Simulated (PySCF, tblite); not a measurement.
# C6H8F4O2: geometry, infrared bands and NMR shifts

Aim: predict the infrared bands and NMR shifts of C6H8F4O2 (`C[C@@]1(OC(F)F)C[C@H](F)O[C@@H]1F`).

The runs use tblite 0.8.0 and PySCF 2.14.0, with density-fitted response routines of our own; the level of theory stands in each step. All values are computed, except where a source is named. Atoms count from 0, in the outputs and in this text.

### 1 Starting geometry

20 atoms, charge 0, multiplicity 1; geometry from: force field or distance geometry start.

Bonds of the start (Å): C0–C1 1.52, C1–O2 1.42, O2–C3 1.41, C3–F4 1.34, C3–F5 1.35, C1–C6 1.52, C6–C7 1.52, C7–F8 1.36, C7–O9 1.43, O9–C10 1.43, C10–F11 1.36, C10–C1 1.54, C0–H12 1.11, C0–H13 1.09, C0–H14 1.10, C3–H15 1.11, C6–H16 1.09, C6–H17 1.10, C7–H18 1.09, C10–H19 1.09.

### 2 Geometry optimisation with GFN2-xTB

What the job is given:

```
{"job": {"kind": "relax", "xc": "GFN2-xTB", "basis": "xTB"}, "charge": 0, "multiplicity": 1}
C     -0.704100     1.497900    -0.258400
C     -0.131600     0.085800    -0.246700
O     -0.928400    -0.768300    -1.049800
C     -1.968700    -1.455600    -0.385000
F     -2.946500    -1.710600    -1.271500
F     -2.508500    -0.665800     0.573500
C      1.281000     0.086400    -0.814900
C      2.128700     0.532000     0.368900
F      3.295800    -0.158600     0.383300
O      1.416100     0.220900     1.573800
C      0.183100    -0.385300     1.190300
F      0.396000    -1.729200     1.200000
H     -1.714000     1.523900     0.206000
H     -0.084200     2.222000     0.275500
H     -0.838800     1.859400    -1.287000
H     -1.620000    -2.402500     0.069100
H      1.404100     0.737600    -1.679700
H      1.573800    -0.928600    -1.135100
H      2.344800     1.601400     0.350200
H     -0.583600    -0.152300     1.934400
```

Run with:

```
$ OMP_NUM_THREADS=1 python probes_run.py task.json out
```

The driver reads the jobs from task.json and runs them one after another.

**Question.** This job is followed by: GFN2-xTB harmonic vibrations, gas phase; GIAO PBE0/pcSseg-1 NMR shielding, non-relativistic, gas phase. Predict these results of the whole session: strongest single infrared mode (GFN2-xTB); zero-point energy (GFN2-xTB); ¹³C shifts against TMS (PBE0/pcSseg-1); ¹H shifts against TMS (PBE0/pcSseg-1, means over atoms taken as alike); ¹⁷O shifts against H2O (PBE0/pcSseg-1); ¹⁹F shifts against CFCl3 (PBE0/pcSseg-1).

**Answer**, as computed:

| quantity | value |
| --- | --- |
| strongest single infrared mode (GFN2-xTB) | 1135 cm⁻¹, 216 km/mol |
| zero-point energy (GFN2-xTB) | 88.8 kcal/mol |
| ¹³C shifts against TMS (PBE0/pcSseg-1) | 122.8, 118.6, 116.2, 87.0, 49.1, 26.2 ppm |
| ¹H shifts against TMS (PBE0/pcSseg-1, means over atoms taken as alike) | 6.60, 6.16, 5.83, 2.79, 2.31, 1.55 ppm |
| ¹⁷O shifts against H2O (PBE0/pcSseg-1) | 163.0, 136.7 ppm |
| ¹⁹F shifts against CFCl3 (PBE0/pcSseg-1) | -84.4, -100.8, -122.2, -148.0 ppm |

What this shows: Over 126 steps the energy fell by 0.456 eV; of the close pairs, O2–C3 changed most, 1.413 to 1.335 Å. No mode is imaginary among the 54: a minimum at this level. The strongest single mode, at 1135 cm⁻¹, is spread over several atoms, C3, O2, C1 among them. Unscaled tight-binding wavenumbers are off by several per cent, some by more. Its intensities can rank the bands wrongly. H15 (hydrogen on an sp3 CH bonded to 2 F and O) lies farthest downfield among hydrogen, at 6.60 ppm; its carbon carries F and O, hence the downfield position. At PBE0/pcSseg-1: The widest tensor belongs to F4: span 183 ppm, with a paramagnetic part of -218 ppm.
